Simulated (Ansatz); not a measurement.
# H13C7: the cost of one run

Program: Ansatz 0.2.0. Level of theory: DFT PBE+D3(BJ), plane waves, PAW, scalar-relativistic, no spin polarisation. These are calculated values, not measurements.

### 1 The structure to begin with

The cell holds 40 atoms (C14H26): a = 8.252 Å, b = 8.252 Å, c = 8.252 Å, α = 90.00°, β = 90.00°, γ = 90.00°.

Its coordinates follow in the input file.

### 2 Relaxing the start

Input file input.yaml:

```yaml
crystal:
  lattice:
    - [8.252372, 0.0, 0.0]
    - [0.0, 8.252372, 0.0]
    - [0.0, 0.0, 8.252372]
  atoms:
    - { symbol: C, position: [0.6045573, 0.2744864, 0.6439819] }
    - { symbol: C, position: [0.624446, 0.3879062, 0.5520113] }
    - { symbol: H, position: [0.6418776, 0.4873135, 0.4714031] }
    - { symbol: H, position: [0.5871257, 0.1750791, 0.7245901] }
    - { symbol: C, position: [0.1396189, 0.537667, 0.1386596] }
    - { symbol: C, position: [0.2000955, 0.4666849, 0.2708437] }
    - { symbol: H, position: [0.1501986, 0.6671792, 0.1188055] }
    - { symbol: H, position: [0.0773753, 0.4687933, 0.0455915] }
    - { symbol: H, position: [0.2623391, 0.5355585, 0.3639119] }
    - { symbol: H, position: [0.1895157, 0.3371727, 0.2906979] }
    - { symbol: C, position: [0.4840798, 0.6076605, 0.8909793] }
    - { symbol: C, position: [0.4058913, 0.6425137, 0.7537193] }
    - { symbol: H, position: [0.6058522, 0.6514085, 0.9141556] }
    - { symbol: H, position: [0.4291024, 0.5341382, 0.9850616] }
    - { symbol: H, position: [0.4608687, 0.7160361, 0.659637] }
    - { symbol: H, position: [0.2841189, 0.5987658, 0.7305431] }
    - { symbol: C, position: [0.9490916, 0.9704724, 0.8553868] }
    - { symbol: C, position: [0.8090873, 0.9783855, 0.9360383] }
    - { symbol: H, position: [1.0403677, 0.8803362, 0.8840866] }
    - { symbol: H, position: [0.9774186, 1.0538486, 0.757788] }
    - { symbol: H, position: [0.7807604, 0.8950094, 1.0336371] }
    - { symbol: H, position: [0.7178112, 1.0685217, 0.9073385] }
    - { symbol: C, position: [0.5303773, 0.9657937, 0.4326706] }
    - { symbol: C, position: [0.5446126, 0.9526561, 0.2720677] }
    - { symbol: H, position: [0.5368598, 1.0822386, 0.4933176] }
    - { symbol: H, position: [0.511734, 0.8605718, 0.5092233] }
    - { symbol: H, position: [0.5632559, 1.0578779, 0.195515] }
    - { symbol: H, position: [0.5381302, 0.8362111, 0.2114206] }
    - { symbol: C, position: [0.8564337, 0.3579374, 0.2090422] }
    - { symbol: C, position: [0.8064809, 0.3374806, 0.0565471] }
    - { symbol: H, position: [0.9245773, 0.4641791, 0.2457666] }
    - { symbol: H, position: [0.8309637, 0.2691716, 0.3025913] }
    - { symbol: H, position: [0.8319509, 0.4262464, -0.0370021] }
    - { symbol: H, position: [0.7383373, 0.2312389, 0.0198226] }
    - { symbol: C, position: [0.9725862, 0.816388, 0.422719] }
    - { symbol: C, position: [0.946607, 0.8395444, 0.26474] }
    - { symbol: H, position: [0.9937654, 0.9169163, 0.5047253] }
    - { symbol: H, position: [0.9736005, 0.6960777, 0.4756711] }
    - { symbol: H, position: [0.9455928, 0.9598547, 0.2117879] }
    - { symbol: H, position: [0.9254279, 0.7390161, 0.1827337] }
basis:
  ecutwfc: 420.0
kpoints:
  mp_grid: { grid: [1, 1, 1] }
hamiltonian:
  xc: pbe
  dispersion: d3bj
scf:
  occupations: { method: fermi_dirac, width: 0.05 }
  lower_state_search: "off"
relax:
  f_tol: 0.3
  max_steps: 15
  adjacent_minimum: "off"
```

Command:

```bash
$ ansatz run input.yaml --threads 1 --pin off --max-ram 3072MiB --backend cpu --events-out ev --progress --plain --runs-dir out
```

What time and memory should one allow on 1 thread of Arm Neoverse V1, shared host?

About 12 s, with a peak of 0.47 GiB.
